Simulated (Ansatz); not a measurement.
# EuCuSeF: how the settings move a single-point run

Question: which choices in the input matter for EuCuSeF?

Computed with Ansatz 0.2.0 (reference: DFT PBEsol+U, scalar-relativistic, plane waves, PAW, unless a step's input says otherwise).

4 further runs of the same task are left out: 4 set aside as unsound or not needed. Runs told in other sessions of the task aren't counted.

## (1) The starting structure

Symmetry: P4/nmm, No. 129, tetragonal system. The conventional cell has a = 4.003 Å, b = 4.003 Å, c = 8.753 Å, α = 90.00°, β = 90.00°, γ = 90.00°. Around Eu (site symmetry 4mm) lie 4 F at 2.47 Å. Around Cu (site symmetry -4m2) lie 4 Se at 2.50 Å and 4 Cu at 2.83 Å. Se (site symmetry 4mm) is surrounded by 4 Cu at 2.50 Å. F (site symmetry -4m2) is surrounded by 4 Eu at 2.47 Å.

As a file:

```xyz
16
Lattice="-4.0028 -4.0028 0.0000 4.0028 -4.0028 0.0000 0.0000 0.0000 8.7534" Properties=species:S:1:pos:R:3 pbc="T T T"
Eu    2.0014   -4.0028    2.9252
Eu   -2.0014   -4.0028    2.9252
Eu    0.0000   -6.0042    5.8283
Eu    0.0000   -2.0014    5.8283
Cu    2.0014   -2.0014    0.0000
Cu   -2.0014   -2.0014    0.0000
Cu   -4.0028   -4.0028    0.0000
Cu    0.0000   -4.0028    0.0000
Se   -2.0014   -4.0028    7.2501
Se    2.0014   -4.0028    7.2501
Se    0.0000   -6.0042    1.5033
Se    0.0000   -2.0014    1.5033
F     2.0014   -2.0014    4.3767
F    -2.0014   -2.0014    4.3767
F     0.0000    0.0000    4.3767
F     0.0000   -4.0028    4.3767
```

## (2) Baseline

input.yaml reads:

```yaml
crystal:
  lattice:
    - [-4.0027677279, -4.0027677279, 0.0]
    - [4.0027677279, -4.0027677279, 0.0]
    - [0.0, 0.0, 8.7534465387]
  atoms:
    - { symbol: Eu, position: [0.25, 0.75, 0.3341737684], spin: 7.4 }
    - { symbol: Eu, position: [0.75, 0.25, 0.3341737684], spin: 7.4 }
    - { symbol: Eu, position: [0.75, 0.75, 0.6658262316], spin: 7.4 }
    - { symbol: Eu, position: [0.25, 0.25, 0.6658262316], spin: 7.4 }
    - { symbol: Cu, position: [0.0, 0.5, 0.0] }
    - { symbol: Cu, position: [0.5, 0.0, 0.0] }
    - { symbol: Cu, position: [1.0, 0.0, 0.0] }
    - { symbol: Cu, position: [0.5, 0.5, 0.0] }
    - { symbol: Se, position: [0.75, 0.25, 0.8282574706] }
    - { symbol: Se, position: [0.25, 0.75, 0.8282574706] }
    - { symbol: Se, position: [0.75, 0.75, 0.1717425294] }
    - { symbol: Se, position: [0.25, 0.25, 0.1717425294] }
    - { symbol: F, position: [0.0, 0.5, 0.5] }
    - { symbol: F, position: [0.5, 0.0, 0.5] }
    - { symbol: F, position: [0.0, 0.0, 0.5] }
    - { symbol: F, position: [0.5, 0.5, 0.5] }
basis:
  ecutwfc: 420
  xc_grid: 2
kpoints:
  mp_grid: { grid: [3, 3, 2], shift: [0.0, 0.0, 0.5] }
hamiltonian:
  xc: pbesol
  hubbard:
    sites:
      - { species: Eu, l: f, u_eff: 6.0 }
      - { species: Cu, l: d, u_eff: 4.0 }
scf:
  occupations: { method: gaussian, width: 0.02 }
  lower_state_search: "off"
output:
  forces: true
  stress: true
  eigenvalues: true
  populations: true
  hubbard: { sites: [{ species: Eu, l: f }] }
  write_density: true
  write_potential: true
  elf: true
  volumetric_format: npy
magnetization:
  spin_polarized: true
```

Command:

```bash
ansatz run input.yaml --threads 8 --pin off --max-ram 14336MiB --backend cpu --events-out ev --progress --plain --runs-dir out
```

## (3) Variant: ecutwfc 350 eV, mp_grid.grid [4, 4, 2]

Changes to input.yaml since step 2:

```diff
@@ -23,6 +23,6 @@
 basis:
-  ecutwfc: 420
+  ecutwfc: "350 eV"
   xc_grid: 2
 kpoints:
-  mp_grid: { grid: [3, 3, 2], shift: [0.0, 0.0, 0.5] }
+  mp_grid: { grid: [4, 4, 2], shift: [0.0, 0.0, 0.5] }
 hamiltonian:
@@ -38,10 +38,4 @@
   forces: true
+  eigenvalues: true
   stress: true
-  eigenvalues: true
-  populations: true
-  hubbard: { sites: [{ species: Eu, l: f }] }
-  write_density: true
-  write_potential: true
-  elf: true
-  volumetric_format: npy
 magnetization:
```

Q: Predict the outcome of this session. Wanted: for each run, ending; energy change; pressure; gap; abs. moment; force.

As calculated:

| run | ending | energy change | pressure (GPa) | gap (eV) | abs. moment (μB) | force (eV/Å) | cycles | time |
| --- | --- | --- | --- | --- | --- | --- | --- | --- |
| reference | converged | 0 | 0.0 | 1.74 | 28.41 | 0.01 | 15 | 11 s |
| 1: ecutwfc 350 eV, mp_grid.grid [4, 4, 2] | converged | +32.3 meV/atom | 0.0 | 1.75 | 28.41 | 0.01 | 14 | 12 s |

Times don't compare one to one where runs were asked for different outputs or read a saved state (see the inputs); cycles may leave out searches for a lower state.

Residual by cycle in the longest SCF loop of each run; runs are numbered as in the table. The quantity is the density residual dr2, in eV.

```csv
cycle,reference,run 1
1,3.7e3,3.7e3
2,105,103
4,1.64,1.63
5,0.665,0.651
6,0.946,0.584
7,0.063,0.0602
9,0.00256,0.00265
10,6.5e-4,5.5e-4
11,9.0e-5,8.8e-5
12,5.1e-6,4.4e-6
14,5.6e-8,4.7e-8
15,9.2e-9,-
```

Changing the cutoff and k-point mesh moves the energy by +32.3 meV/atom. More than one kind of setting changed, and this run alone doesn't tell their shares apart. The log warns that the cutoff is under what these potentials recommend, so the shift holds truncation error. Run 1 ran under the cutoff that the potentials recommend, as the log warns, so basis error is mixed into its values. The gap of the reference lacks spin-orbit coupling, though the cell holds Eu.
